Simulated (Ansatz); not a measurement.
# H4PbS4 (Pb(SH)4): the cost of one run

The runs use Ansatz 0.2.0; DFT PBE, plane waves, PAW, molecule in a box with 9 Å of vacuum.

**1. Starting geometry**

9 atoms, charge 0, spin multiplicity 1.

Bond lengths: Pb1–S2 2.548 Å, Pb1–S4 2.548 Å, Pb1–S6 2.548 Å, Pb1–S8 2.548 Å, S2–H3 1.355 Å, S4–H5 1.355 Å, S6–H7 1.355 Å, S8–H9 1.355 Å. Angles: S2–Pb1–S4 115.5°, S2–Pb1–S6 106.6°, S2–Pb1–S8 106.6°, S4–Pb1–S6 106.6°, S4–Pb1–S8 106.6°, S6–Pb1–S8 115.5°, Pb1–S2–H3 92.2°, Pb1–S4–H5 92.2°, Pb1–S6–H7 92.2°, Pb1–S8–H9 92.2°.

Geometry (Å):

```xyz
9
charge 0, multiplicity 1
Pb    0.0000    0.0000    0.0000
S     1.4796    1.5660    1.3599
H     2.4297    0.6131    1.5208
S    -1.4796   -1.5660    1.3599
H    -2.4297   -0.6131    1.5208
S     1.5660   -1.4796   -1.3599
H     0.6131   -2.4297   -1.5208
S    -1.5660    1.4796   -1.3599
H    -0.6131    2.4297   -1.5208
```

Formal oxidation states: Pb +4. An earlier session relaxed this geometry at B3LYP, Pb def2-SVP with ECP60, S def2-SVP, H def2-SVP (singlet, point group S4).

**2. Scalar-relativistic**

File input.yaml:

```yaml
crystal:
  lattice:
    - [13.86, 0.0, 0.0]
    - [0.0, 13.86, 0.0]
    - [0.0, 0.0, 12.04]
  atoms:
    - { symbol: Pb, position: [0.49997691, 0.49997691, 0.50006312] }
    - { symbol: S, position: [0.60672799, 0.61296392, 0.61300914] }
    - { symbol: H, position: [0.6752785, 0.54421356, 0.62637209] }
    - { symbol: S, position: [0.39322583, 0.3869899, 0.61300914] }
    - { symbol: H, position: [0.32467532, 0.45574026, 0.62637209] }
    - { symbol: S, position: [0.61296392, 0.39322583, 0.38711711] }
    - { symbol: H, position: [0.54421356, 0.32467532, 0.37375415] }
    - { symbol: S, position: [0.3869899, 0.60672799, 0.38711711] }
    - { symbol: H, position: [0.45574026, 0.6752785, 0.37375415] }
basis:
  ecutwfc: 420
  ecutrho_ratio: 4
kpoints:
  mp_grid: { grid: [1, 1, 1] }
hamiltonian:
  xc: pbe
scf:
  occupations: { method: gaussian, width: 0.01 }
output:
  forces: true
  eigenvalues: true
  populations: true
```

Command:

```
$ ansatz run input.yaml --threads 2 --pin off --max-ram 5120MiB --backend cpu --events-out ev --progress --plain --runs-dir out
```

What time and memory should one allow on 2 threads of Arm Neoverse V1, shared host?

About 5.7 s, with a peak of 1.1 GiB.
